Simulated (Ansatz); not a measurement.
**CsPbCl3: how the settings move a single-point run**

How sensitive is a single-point run of CsPbCl3 to its settings? A reference run comes first, then two runs with altered input.

Program: Ansatz 0.2.0. Level of theory: reference: DFT, HSE06, plane waves, PAW. These are calculated values, not measurements.

## Step 1: The starting structure

Symmetry: Pm-3m, No. 221, cubic system. The conventional cell has a = 5.677 Å, b = 5.677 Å, c = 5.677 Å, α = 90.00°, β = 90.00°, γ = 90.00°. Cs (site symmetry m-3m) is surrounded by 12 Cl at 4.01 Å. Pb (site symmetry m-3m) is surrounded by 6 Cl at 2.84 Å. Cl (site symmetry 4/mmm) has 2 Pb at 2.84 Å and 4 Cs at 4.01 Å in its first shell of neighbours.

As a file:

```xyz
5
Lattice="4.0141 2.3176 3.2773 -4.0141 2.3176 3.2773 0.0000 -4.6351 3.2773" Properties=species:S:1:pos:R:3 pbc="T T T"
Cs    0.0000    0.0000    4.9160
Pb    0.0000    0.0000    0.0000
Cl    2.0069   -3.4760    4.9160
Cl   -4.0137    0.0000    4.9160
Cl    2.0069    3.4760    4.9160
```

## Step 2: The reference run

input.yaml

```yaml
crystal:
  lattice:
    - [4.014122431, 2.3175546661, 3.2773182345]
    - [-4.014122431, 2.3175546661, 3.2773182345]
    - [0.0, -4.6351093322, 3.2773182345]
  atoms:
    - { symbol: Cs, position: [0.5, 0.5, 0.5] }
    - { symbol: Pb, position: [0.0, 0.0, 0.0] }
    - { symbol: Cl, position: [0.5, 5.14515e-05, 0.9999485485] }
    - { symbol: Cl, position: [5.14515e-05, 0.9999485485, 0.5] }
    - { symbol: Cl, position: [0.9999485485, 0.5, 5.14515e-05] }
kpoints:
  mp_grid: { grid: [2, 2, 2] }
hamiltonian:
  xc: hse06
scf:
  occupations: { method: fixed }
  n_extra_bands: 5
output:
  forces: true
  stress: true
  eigenvalues: true
```

Command:

```console
$ ansatz run input.yaml --threads 4 --pin off --max-ram 4608MiB --backend cpu --events-out ev --progress --plain --runs-dir out
```

## Step 3: Changed: exchange pbe, correlation pbe, coeff 0.2, omega 0.1

Changes to input.yaml since step 2:

```diff
@@ -14,3 +14,3 @@
 hamiltonian:
-  xc: hse06
+  xc: { exchange: pbe, correlation: pbe, exx: { coeff: 0.2, omega: 0.1 } }
 scf:
```

## Step 4: Variant: preconditioner resta

Changes to input.yaml since step 2:

```diff
@@ -18,2 +18,3 @@
   n_extra_bands: 5
+  mixing: { preconditioner: resta }
 output:
```

**Question.** What will these runs give? Wanted: for each run, ending; energy change; pressure; gap; force.

**Answer**, as computed:

```csv
run,ending,energy change,pressure (GPa),gap (eV),force (eV/Å),cycles,time
reference,converged,0,1.4,2.86,0.00,12,11 s
"1: exchange pbe, correlation pbe, coeff 0.2, omega 0.1",converged,not comparable,1.5,2.96,0.00,11,13 s
2: preconditioner resta,converged,0.0 meV/atom,1.4,2.86,0.00,12,11 s
```

Residual by cycle in the longest SCF loop of each run; runs are numbered as in the table. The quantity is the density residual dr2, in eV.

```csv
cycle,reference,run 1,run 2
1,0.0228,0.0163,0.0224
2,0.00266,0.00188,0.00408
3,4.2e-4,2.7e-4,4.8e-4
4,1.2e-5,8.5e-6,1.6e-5
5,1.3e-6,7.0e-7,1.9e-6
```

**Reading.** «preconditioner resta» leaves the energy as it was. The gap of the reference lacks spin-orbit coupling, though the cell holds Cs and Pb.
